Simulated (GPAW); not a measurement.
# CH3BO2 (SMILES BC(=O)O) at BLYP-D3(0)/real-space grid (scalar-relativistic datasets)

Aim: a structure relaxation of CH3BO2. The job is set up through an ASE script.

The results are computed with GPAW 26.7.0.

1 further run of the same task is left out (set aside as unsound or not needed).

## (1) The system as given

CH3BO2: 7 atoms, total charge 0, spin state singlet. SMILES: `BC(=O)O`. The coordinates come from a GFN2-xTB relaxation. This is one conformer, not always the lowest. The run starts from this shape.

Bond lengths: B1–C2 1.578 Å, C2–O3 1.211 Å, C2–O4 1.343 Å, B1–H5 1.163 Å, B1–H6 1.164 Å, O4–H7 0.973 Å. Angles: B1–C2–O3 121.5°, B1–C2–O4 117.3°, O3–C2–O4 121.2°, C2–B1–H5 118.8°, C2–B1–H6 118.9°, C2–O4–H7 110.3°, H5–B1–H6 122.1°.

## (2) A structure relaxation at BLYP-D3(0)/real-space grid (scalar-relativistic datasets)

Input file run.py:

```python
import numpy as np
from ase import Atoms
from ase.calculators.mixing import SumCalculator
from ase.io import write
from ase.optimize import QuasiNewton
from ase.units import Bohr
from dftd3.ase import DFTD3
from gpaw import GPAW, setup_paths
from gpaw.atom.configurations import parameters
from gpaw.atom.generator import Generator

positions_bohr = np.array(
              [[ -1.166471,   1.818351,  -0.335823],
               [  0.055104,  -0.866232,   0.098889],
               [ -1.215661,  -2.768959,   0.130750],
               [  2.569668,  -0.959660,   0.425831],
               [ -1.415121,   2.548390,  -2.393905],
               [ -1.942733,   2.926562,   1.397377],
               [  3.115232,  -2.698453,   0.676881]])
molecule = Atoms("BCOOHHH", positions=positions_bohr * Bohr)
molecule.center(vacuum=4.0)

for symbol in ["B", "C", "H", "O"]:
    Generator(symbol, xcname="BLYP", scalarrel=True, nofiles=True, txt=None).run(**parameters[symbol])
setup_paths.insert(0, ".")

calculator = GPAW(mode="fd", h=0.18, xc="BLYP", maxiter=150, txt="-")
molecule.calc = SumCalculator([DFTD3(method="BLYP", damping="d3zero"), calculator])

opt = QuasiNewton(molecule, trajectory="ch3bo2.traj")
converged = opt.run(fmax=0.01, steps=40)
print("Converged:", converged)
print(f"Final energy: {molecule.get_potential_energy():.5f} eV")
print(f"r(H5-B0) = {molecule.get_distance(5, 0):.4f} Ang")
print(f"r(C1-B0)                {molecule.get_distance(1, 0):.4f} Ang")
write("relaxed.xyz", molecule)
```

Started as:

```
$ OMP_NUM_THREADS=1 python run.py
```

Log:

```text
__  _  _
 | _ |_)|_||  |
 |__||  | ||/\| - 26.7.0

units:  Angstrom and eV
cores:  1
OpenMP: False

Versions:
  Python: 3.12.14
  ASE:    3.29.0
  Numpy:  2.5.5
  Scipy:  1.18.1
  Libxc:  7.0.0

        _gpaw.cpython-312-aarch64-linux-gnu.so

Input parameters:
  mode=FD(),
  h=0.18,
  maxiter=150,
  xc=XC(name='BLYP')

Diagonalizing LCAO Hamiltonian
Converting LCAO to fd mode
        .-------------------------.
       /|                         |
      / |                         |
     /  |                         |
    /   |                         |
   /    |                         |
  /     |                         |
 *      |      H                  |
 |      |                         |
 |      |       C   O             |
 |      |     O H   H             |
 |      |                         |
 |      .-------------------------.
 |     /                         /
 |    /                         /
 |   /                         /
 |  /                         /
 | /                         /
 |/                         /
 *-------------------------*

Atoms  # Å, Bohr magnetons
|   | symbol |        x |        y |        z |    initial magnetic moments |
|---|--------|----------|----------|----------|-----------------------------|
| 0 |      B | 4.410780 | 6.427500 | 5.089090 | ( 0.0000,  0.0000,  0.0000) |
| 1 |      C | 5.057210 | 5.006880 | 5.319130 | ( 0.0000,  0.0000,  0.0000) |
| 2 |      O | 4.384750 | 4.000000 | 5.335990 | ( 0.0000,  0.0000,  0.0000) |
| 3 |      O | 6.387860 | 4.957440 | 5.492140 | ( 0.0000,  0.0000,  0.0000) |
| 4 |      H | 4.279200 | 6.813820 | 4.000000 | ( 0.0000,  0.0000,  0.0000) |
| 5 |      H | 4.000000 | 7.013940 | 6.006260 | ( 0.0000,  0.0000,  0.0000) |
| 6 |      H | 6.676560 | 4.037310 | 5.624990 | ( 0.0000,  0.0000,  0.0000) |

Unit cell  # Å
| periodic |         x |         y |         z |   lengths |    angles |
|----------|-----------|-----------|-----------|-----------|-----------|
|       no | 10.676560 |  0.000000 |  0.000000 | 10.676560 | 90.000000 |
|       no |  0.000000 | 11.013940 |  0.000000 | 11.013940 | 90.000000 |
|       no |  0.000000 |  0.000000 | 10.006260 | 10.006260 | 90.000000 |

Number of symmetries: 1
Symmetry operations  # r_c * U_cc + t_c -> r_c
|   | kind |            matrix            |
|---|------|------------------------------|
| 0 |  E   |  1, 0, 0,  0, 1, 0,  0, 0, 1 |

BZ-sampling:
  Number of BZ points: 1
  Number of IBZ points: 1

  Monkhorst-Pack size: [1, 1, 1]
  Monkhorst-Pack shift: [0, 0, 0]

K-points  # in reciprocal-cell coordinates
|   |                                coordinates |     weight |
|---|--------------------------------------------|------------|
| 0 | (  0.00000000,   0.00000000,   0.00000000) | 1.00000000 |

Uniform wave function grid shape: (np.int64(59), np.int64(59), np.int64(55))
Spin-components: 1 (collinear spins)
Bands:           18
Projectors:      29
Spin-degeneracy: 2
Datatype:        float64

  Storage: CPU
  Wave functions: 27_569_520 bytes (27_569_520 per core)

Parallelization:
  kpt:    1
  domain: 1
  band:   1

Density:
  Valence electrons: 22.0
  Components: 1
  Grid points: [60 60 56]
  Charge: 0.0  # |e|

Potential:
  Grid points: [60 60 56]

species:
  B:
    name:    Boron
    Z:       5.0
    valence: 3
    core:    2
    charge:  0.0  # [|e|]
    file:    B.BLYP
    compensation charges:
      type: gauss
      rc: 0.20  # [Å]
      lmax: 2
    cutoffs:
      filter: 1.14  # [Å]
      core: 1.38  # [Å]
    projectors
    | kind |    occ | energy [eV] | rcut [Å] |
    |------|--------|-------------|----------|
    |   2s |  2.000 |      -9.302 |    0.635 |
    |   2p |  1.000 |      -3.537 |    0.635 |
    |    s |        |      17.909 |    0.635 |
    |    p |        |      23.675 |    0.635 |
    |    d |        |       0.000 |    0.635 |

    Using partial waves for B as LCAO basis

  C:
    name:    Carbon
    Z:       6.0
    valence: 4
    core:    2
    charge:  0.0  # [|e|]
    file:    C.BLYP
    compensation charges:
      type: gauss
      rc: 0.20  # [Å]
      lmax: 2
    cutoffs:
      filter: 1.14  # [Å]
      core: 1.14  # [Å]
    projectors
    | kind |    occ | energy [eV] | rcut [Å] |
    |------|--------|-------------|----------|
    |   2s |  2.000 |     -13.611 |    0.635 |
    |   2p |  2.000 |      -5.237 |    0.635 |
    |    s |        |      13.600 |    0.635 |
    |    p |        |      21.974 |    0.635 |
    |    d |        |       0.000 |    0.635 |

    Using partial waves for C as LCAO basis

  O:
    name:    Oxygen
    Z:       8.0
    valence: 6
    core:    2
    charge:  0.0  # [|e|]
    file:    O.BLYP
    compensation charges:
      type: gauss
      rc: 0.21  # [Å]
      lmax: 2
    cutoffs:
      filter: 1.17  # [Å]
      core: 0.83  # [Å]
    projectors
    | kind |    occ | energy [eV] | rcut [Å] |
    |------|--------|-------------|----------|
    |   2s |  2.000 |     -23.831 |    0.688 |
    |   2p |  4.000 |      -9.023 |    0.598 |
    |    s |        |       3.380 |    0.688 |
    |    p |        |      18.189 |    0.598 |
    |    d |        |       0.000 |    0.619 |

    Using partial waves for O as LCAO basis

  H:
    name:    Hydrogen
    Z:       1.0
    valence: 1
    core:    0
    charge:  0.0  # [|e|]
    file:    H.BLYP
    compensation charges:
      type: gauss
      rc: 0.15  # [Å]
      lmax: 2
    cutoffs:
      filter: 0.85  # [Å]
      core: 0.53  # [Å]
    projectors
    | kind |    occ | energy [eV] | rcut [Å] |
    |------|--------|-------------|----------|
    |   1s |  1.000 |      -6.535 |    0.476 |
    |    s |        |      20.676 |    0.476 |
    |    p |        |       0.000 |    0.476 |

[... 2 lines left out ...]
Reference energy: -5823.448865  # eV
[... 3 lines left out ...]
  Converge bands: occupied
[... 12 lines left out ...]
  Fourier metric: weight=20.0, sigma=0.015
[... 15 lines left out ...]
convergence criteria:
- Maximum [total energy] change in last 3 cyles: 0.0005 eV / valence electron
[... 13 lines left out ...]
Converged in 22 steps
[... 12 lines left out ...]
  Free energy:     -38.103874
[... 2 lines left out ...]
dipole moment: (0.255723, 0.173291, 0.015812)  # |e|*Ang
[... 74 lines left out ...]
convergence criteria:
- Maximum [total energy] change in last 3 cyles: 0.0005 eV / valence electron
[... 13 lines left out ...]
Converged in 15 steps
[... 12 lines left out ...]
  Free energy:     -36.963203
[... 2 lines left out ...]
dipole moment: (0.328147, 0.200600, 0.023683)  # |e|*Ang
[... 72 lines left out ...]
convergence criteria:
- Maximum [total energy] change in last 3 cyles: 0.0005 eV / valence electron
[... 13 lines left out ...]
Converged in 14 steps
[... 12 lines left out ...]
  Free energy:     -38.141263
[... 2 lines left out ...]
dipole moment: (0.267856, 0.177984, 0.017095)  # |e|*Ang
[... 73 lines left out ...]
convergence criteria:
- Maximum [total energy] change in last 3 cyles: 0.0005 eV / valence electron
[... 13 lines left out ...]
Converged in 16 steps
[... 12 lines left out ...]
  Free energy:     -37.650521
[... 2 lines left out ...]
dipole moment: (0.120257, 0.045948, 0.012642)  # |e|*Ang
[... 72 lines left out ...]
convergence criteria:
- Maximum [total energy] change in last 3 cyles: 0.0005 eV / valence electron
[... 13 lines left out ...]
Converged in 15 steps
[... 12 lines left out ...]
  Free energy:     -38.155191
[... 2 lines left out ...]
dipole moment: (0.246880, 0.159870, 0.016372)  # |e|*Ang
[... 20 lines left out ...]
Converged in 7 steps
[... 12 lines left out ...]
  Free energy:     -38.175816
[... 2 lines left out ...]
dipole moment: (0.286783, 0.091389, 0.027389)  # |e|*Ang
[... 73 lines left out ...]
convergence criteria:
- Maximum [total energy] change in last 3 cyles: 0.0005 eV / valence electron
[... 15 lines left out ...]
Converged in 7 steps
[... 12 lines left out ...]
  Free energy:     -38.175865
[... 2 lines left out ...]
dipole moment: (0.286608, 0.091763, 0.027740)  # |e|*Ang
[... 72 lines left out ...]
convergence criteria:
- Maximum [total energy] change in last 3 cyles: 0.0005 eV / valence electron
[... 13 lines left out ...]
Converged in 8 steps
[... 12 lines left out ...]
  Free energy:     -38.175824
[... 2 lines left out ...]
dipole moment: (0.286302, 0.092373, 0.028317)  # |e|*Ang
[... 72 lines left out ...]
convergence criteria:
- Maximum [total energy] change in last 3 cyles: 0.0005 eV / valence electron
[... 13 lines left out ...]
Converged in 8 steps
[... 12 lines left out ...]
  Free energy:     -38.175813
[... 2 lines left out ...]
dipole moment: (0.286581, 0.091802, 0.027784)  # |e|*Ang
[... 72 lines left out ...]
convergence criteria:
- Maximum [total energy] change in last 3 cyles: 0.0005 eV / valence electron
[... 13 lines left out ...]
Converged in 5 steps
[... 12 lines left out ...]
  Free energy:     -38.175648
[... 2 lines left out ...]
dipole moment: (0.286576, 0.091725, 0.027706)  # |e|*Ang
[... 52 lines left out ...]
Atoms  # Å, Bohr magnetons
|   | symbol |        x |        y |        z |    initial magnetic moments |
|---|--------|----------|----------|----------|-----------------------------|
| 0 |      B | 4.428512 | 6.442821 | 5.072877 | ( 0.0000,  0.0000,  0.0000) |
| 1 |      C | 5.155570 | 5.079290 | 5.288311 | ( 0.0000,  0.0000,  0.0000) |
| 2 |      O | 4.373768 | 4.129739 | 5.273615 | ( 0.0000,  0.0000,  0.0000) |
| 3 |      O | 6.493626 | 4.956118 | 5.469128 | ( 0.0000,  0.0000,  0.0000) |
| 4 |      H | 4.230778 | 6.820050 | 3.961610 | ( 0.0000,  0.0000,  0.0000) |
| 5 |      H | 3.970318 | 7.005309 | 6.016238 | ( 0.0000,  0.0000,  0.0000) |
| 6 |      H | 6.698992 | 3.999895 | 5.578806 | ( 0.0000,  0.0000,  0.0000) |

Unit cell  # Å
| periodic |         x |         y |         z |   lengths |    angles |
|----------|-----------|-----------|-----------|-----------|-----------|
|       no | 10.676560 |  0.000000 |  0.000000 | 10.676560 | 90.000000 |
|       no |  0.000000 | 11.013940 |  0.000000 | 11.013940 | 90.000000 |
|       no |  0.000000 |  0.000000 | 10.006260 | 10.006260 | 90.000000 |

Initialization done in: 0.596 s

convergence criteria:
- Maximum [total energy] change in last 3 cyles: 0.0005 eV / valence electron
- Maximum integral of absolute [dens]ity change: 0.0001 electrons / valence electron
- Maximum integral of absolute [eigenst]ate change: 4e-08 eV^2 / valence electron
maximum number of iterations: 150

SCF iterations
|iter     |     time |      energy | eigst |  dens |
|---------|----------|-------------|-------|-------|
|iter:   1| 00:16:38 |  -38.175794c| -7.59c|       |
|iter:   2| 00:16:39 |  -38.175795c| -7.90c| -5.63c|

Converged in 2 steps
SCF loop duration: 1.126 s (0.563 s/step)
Energy contributions relative to reference atoms: (reference = -5823.448865)

Energy contributions:
  Kinetic:          41.857431
  Coulomb:         -46.624946
  Zero:              0.970120
  External:          0.000000
  Xc:              -34.378400
  Entropy:           0.000000
  Spinorbit:         0.000000
  ----------------------------
  Free energy:     -38.175795
  Extrapolated:    -38.175795

dipole moment: (0.286597, 0.091742, 0.027729)  # |e|*Ang

Fermi level: -4.890
Eigenvalues  # (at kpt = [0.000, 0.000, 0.000])
| band index |      eig [eV] | occ [0-2] |
|------------|---------------|-----------|
|          0 |       -27.780 |     2.000 |
|        ... |               |           |
|          3 |       -13.626 |     2.000 |
|          4 |       -12.040 |     2.000 |
|          5 |       -11.211 |     2.000 |
[... 11 lines of this table left out ...]
|         17 |         1.332 |     0.000 |

Gap: 3.956 eV
Transition (v -> c):
  (s=0, k=0, n=10, [0.00, 0.00, 0.00]) -> (s=0, k=0, n=11, [0.00, 0.00, 0.00])
No difference between direct/indirect transitions
vacuum-level: 0.000  # V

Forces  # eV/Ang
|        x |        y |        z |
|----------|----------|----------|
|  0.01549 | -0.01357 |  0.00084 |  # B    0
| -0.01464 |  0.02346 | -0.00840 |  # C    1
|  0.03896 | -0.00265 |  0.00681 |  # O    2
| -0.01834 | -0.00090 | -0.00334 |  # O    3
|  0.00254 |  0.00690 |  0.01461 |  # H    4
| -0.00226 |  0.00220 | -0.01067 |  # H    5
| -0.00961 | -0.00670 |  0.00268 |  # H    6

Force computation time: 0.055  # s
        .-------------------------.
       /|                         |
      / |                         |
     /  |                         |
    /   |                         |
   /    |                         |
  /     |                         |
 *      |      H                  |
 |      |                         |
 |      |       BC  O             |
 |      |     O H   H             |
 |      |                         |
 |      .-------------------------.
 |     /                         /
 |    /                         /
 |   /                         /
 |  /                         /
 | /                         /
 |/                         /
 *-------------------------*

Atoms  # Å, Bohr magnetons
|   | symbol |        x |        y |        z |    initial magnetic moments |
|---|--------|----------|----------|----------|-----------------------------|
| 0 |      B | 4.428512 | 6.442821 | 5.072877 | ( 0.0000,  0.0000,  0.0000) |
| 1 |      C | 5.155570 | 5.079290 | 5.288311 | ( 0.0000,  0.0000,  0.0000) |
| 2 |      O | 4.373768 | 4.129739 | 5.273615 | ( 0.0000,  0.0000,  0.0000) |
| 3 |      O | 6.493626 | 4.956118 | 5.469128 | ( 0.0000,  0.0000,  0.0000) |
| 4 |      H | 4.230778 | 6.820050 | 3.961610 | ( 0.0000,  0.0000,  0.0000) |
| 5 |      H | 3.970318 | 7.005309 | 6.016238 | ( 0.0000,  0.0000,  0.0000) |
| 6 |      H | 6.698992 | 3.999895 | 5.578806 | ( 0.0000,  0.0000,  0.0000) |

Unit cell  # Å
| periodic |         x |         y |         z |   lengths |    angles |
|----------|-----------|-----------|-----------|-----------|-----------|
|       no | 10.676560 |  0.000000 |  0.000000 | 10.676560 | 90.000000 |
|       no |  0.000000 | 11.013940 |  0.000000 | 11.013940 | 90.000000 |
|       no |  0.000000 |  0.000000 | 10.006260 | 10.006260 | 90.000000 |

Initialization done in: 0.599 s

convergence criteria:
- Maximum [total energy] change in last 3 cyles: 0.0005 eV / valence electron
- Maximum integral of absolute [dens]ity change: 0.0001 electrons / valence electron
- Maximum integral of absolute [eigenst]ate change: 4e-08 eV^2 / valence electron
maximum number of iterations: 150

SCF iterations
|iter     |     time |      energy | eigst |  dens |
|---------|----------|-------------|-------|-------|
|iter:   1| 00:16:40 |  -38.175808c| -7.86c|       |
|iter:   2| 00:16:41 |  -38.175808c| -7.61c| -5.22c|

Converged in 2 steps
SCF loop duration: 1.119 s (0.560 s/step)
Energy contributions relative to reference atoms: (reference = -5823.448865)

Energy contributions:
  Kinetic:          41.858376
  Coulomb:         -46.625757
  Zero:              0.970126
  External:          0.000000
  Xc:              -34.378552
  Entropy:           0.000000
  Spinorbit:         0.000000
  ----------------------------
  Free energy:     -38.175808
  Extrapolated:    -38.175808

dipole moment: (0.286612, 0.091766, 0.027734)  # |e|*Ang

Fermi level: -4.889
Eigenvalues  # (at kpt = [0.000, 0.000, 0.000])
| band index |      eig [eV] | occ [0-2] |
|------------|---------------|-----------|
|          0 |       -27.780 |     2.000 |
|        ... |               |           |
|          3 |       -13.626 |     2.000 |
|          4 |       -12.040 |     2.000 |
|          5 |       -11.211 |     2.000 |
[... 11 lines of this table left out ...]
|         17 |         1.332 |     0.000 |

Gap: 3.956 eV
Transition (v -> c):
  (s=0, k=0, n=10, [0.00, 0.00, 0.00]) -> (s=0, k=0, n=11, [0.00, 0.00, 0.00])
No difference between direct/indirect transitions
vacuum-level: 0.000  # V

Forces  # eV/Ang
|        x |        y |        z |
|----------|----------|----------|
|  0.01532 | -0.01368 |  0.00071 |  # B    0
| -0.01485 |  0.02321 | -0.00854 |  # C    1
|  0.03851 | -0.00309 |  0.00676 |  # O    2
| -0.01814 | -0.00093 | -0.00337 |  # O    3
|  0.00254 |  0.00691 |  0.01460 |  # H    4
| -0.00227 |  0.00221 | -0.01068 |  # H    5
| -0.00962 | -0.00676 |  0.00269 |  # H    6

Force computation time: 0.056  # s
BFGSLineSearch:   40[102] hh:mm:ss      -38.251448       0.0082
Converged: True
Final energy: -38.25145 eV
r(H5-B0) = 1.1901 Ang
r(C1-B0)                1.5602 Ang
```

It took 17 min on 1 thread of Arm Neoverse V1, shared host; peak memory 0.65 GiB.

Steps, from the record of the run:

| step | energy from the first frame kept (eV) | largest force (eV/Å) |
| --- | --- | --- |
| 0 | 0.0000 | 1.3959 |
| 2 | -0.0524 | 0.2979 |
| 4 | -0.0566 | 0.2602 |
| 6 | -0.0635 | 0.2618 |
| 8 | -0.0691 | 0.1015 |
| 10 | -0.0709 | 0.0675 |
| 12 | -0.0712 | 0.0330 |
| 14 | -0.0715 | 0.0239 |
| 16 | -0.0719 | 0.0474 |
| 18 | -0.0720 | 0.0352 |
| 20 | -0.0723 | 0.0366 |
| 22 | -0.0732 | 0.0722 |
| 24 | -0.0735 | 0.0707 |
| 26 | -0.0740 | 0.0228 |
| 28 | -0.0742 | 0.0154 |
| 30 | -0.0742 | 0.0141 |
| 32 | -0.0743 | 0.0151 |
| 34 | -0.0743 | 0.0134 |
| 36 | -0.0743 | 0.0255 |
| 38 | -0.0744 | 0.0171 |
| 40 | -0.0744 | 0.0082 |

After the run. Bond lengths: B1–C2 1.560 Å, C2–O3 1.230 Å, C2–O4 1.356 Å, B1–H5 1.190 Å, B1–H6 1.190 Å, O4–H7 0.984 Å. Angles: B1–C2–O3 112.1°, B1–C2–O4 123.9°, O3–C2–O4 124.0°, C2–B1–H5 118.9°, C2–B1–H6 118.9°, C2–O4–H7 108.0°, H5–B1–H6 121.8°.

## (3) Results

At BLYP-D3(0)/real-space grid (scalar-relativistic datasets):

```
                                              quantity         value
energy as printed (from the program's reference atoms)   -38.2514 eV
                                         dipole moment        1.45 D
                                           HOMO energy      -6.87 eV
                                           LUMO energy      -2.91 eV
                                         HOMO–LUMO gap       3.96 eV
                                     dispersion energy  -7.30 kJ/mol
```

What this shows: At the final geometry: Bond lengths: B1–C2 1.560 Å, C2–O3 1.230 Å, C2–O4 1.356 Å, B1–H5 1.190 Å, B1–H6 1.190 Å, O4–H7 0.984 Å. Angles: B1–C2–O3 112.1°, B1–C2–O4 123.9°, O3–C2–O4 124.0°, C2–B1–H5 118.9°, C2–B1–H6 118.9°, C2–O4–H7 108.0°, H5–B1–H6 121.8°. The optimisation took 40 steps and changed the energy by -0.074 eV.
